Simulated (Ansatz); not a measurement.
# LaB3N4: the band gap up the ladder of functionals

The task here is to estimate one member of a computed series from the others.

Code: Ansatz 0.2.0. PAW datasets, plane waves. These are computed values for a spin-unpolarised cell that may be hypothetical; none is a measurement.

## The cell

The cell was relaxed beforehand with r2SCAN.

Space group Cm (No. 8), monoclinic; conventional cell a = 10.676 Å, b = 2.730 Å, c = 5.823 Å, β = 107.6°, 10.11 Å³ an atom. Around B lie 3 N at 1.46–1.53 Å; around B lie 3 N at 1.42–1.54 Å; around N lie 3 B at 1.46–1.54 Å; around N lie 3 B at 1.42–1.63 Å; around B lie 4 N at 1.48–1.71 Å.

As a file:

```xyz
8
Lattice="5.3289 -1.3651 0.3109 5.3289 1.3651 0.3109 -2.0771 0.0000 5.4396" Properties=species:S:1:pos:R:3 pbc="T T T"
B    -0.8638    0.0000    0.6778
B     0.4339    0.0000    5.6261
N     8.3769    0.0000    0.9578
N    -0.5981    0.0000    4.6526
B     3.8473    0.0000    4.9361
La    6.6478    0.0000    3.3781
N     2.8065    0.0000    3.8901
N     5.1595    0.0000    1.0208
```

The first run:

input.yaml

```yaml
crystal:
  lattice:
    - [5.3288677077, -1.3650684841, 0.3109291283]
    - [5.3288677077, 1.3650684841, 0.3109291283]
    - [-2.0771164353, 0.0, 5.4396225364]
  atoms:
    - { symbol: B, position: [-0.0555268256, -0.0555268256, 0.1309594109] }
    - { symbol: B, position: [0.237001949, 0.237001949, 1.0071905988] }
    - { symbol: "N", position: [0.8024296786, 0.8024296786, 0.0843404147] }
    - { symbol: "N", position: [0.1081661196, 0.1081661196, 0.8429508227] }
    - { symbol: B, position: [0.5261215173, 0.5261215173, 0.8472892979] }
    - { symbol: La, position: [0.7285496347, 0.7285496347, 0.5377331076] }
    - { symbol: "N", position: [0.3939292097, 0.3939292097, 0.6701080136] }
    - { symbol: "N", position: [0.5093287168, 0.5093287168, 0.1294283338] }
kpoints:
  mp_grid: { grid: [10, 10, 6] }
  band_path:
    path:
      - [[0.0, 0.0, 0.0], [-0.2679866938613, 0.2679866938613, 1.913260944258e-18]]
      - [[-0.7320133061387, -0.2679866938613, -1.927999978806e-16], [-0.5, -0.5, -1.927999978806e-16], [0.0, 0.0, 0.0], [-0.5, -0.5, 0.5], [-0.7419630371543, -0.2580369628457, 0.5]]
      - [[-0.2580369628457, 0.2580369628457, 0.5], [2.216590046714e-18, 2.216590046714e-18, 0.5], [0.0, 0.0, 0.0]]
      - [[-0.5, 3.808488850235e-17, 0.5], [0.0, 0.0, 0.0], [-0.5, 3.213761632491e-17, -9.639999894029e-17]]
    npoints: 10
hamiltonian:
  xc: pbe
scf:
  occupations: { method: fermi_dirac, width: 0.02 }
  n_extra_bands: 6
output:
  forces: true
  stress: true
  eigenvalues: true
```

On the command line:

```console
$ ansatz run input.yaml --threads 4 --pin off --max-ram 6451MiB --backend cpu --events-out ev --progress --plain --runs-dir out
```

Among the steps run: Band structure with PBE; Single point with r2SCAN; HSE06 at the same geometry; PBE+SOC; PBE0.

One table of the session follows, with a row left open; its other results are not shown here.

```
  level  gap (eV)
    PBE      0.28
 r2SCAN      0.54
  HSE06         ?
PBE+SOC      0.30
   PBE0      1.88
```

Estimate the missing values for HSE06.

The run gave: gap (eV): 1.14. In the column «gap (eV)» it lies between r2SCAN (0.54) and PBE0 (1.88).

Meshes: PBE 10×10×6, r2SCAN 10×10×6, HSE06 6×6×4, PBE+SOC 10×10×6, PBE0 6×6×4

In words: The gap runs from 0.28 eV (PBE) to 1.88 eV (PBE0). Against HSE06, PBE is short by 0.86 eV, at 25 % of it, and r2SCAN 47 %. PBE0 lies 0.74 eV above HSE06, which differs from it by screening the long-range exchange.

Limits of these values: Warnings in the runs' records: stress scf threshold loose, stress exchange threshold loose.
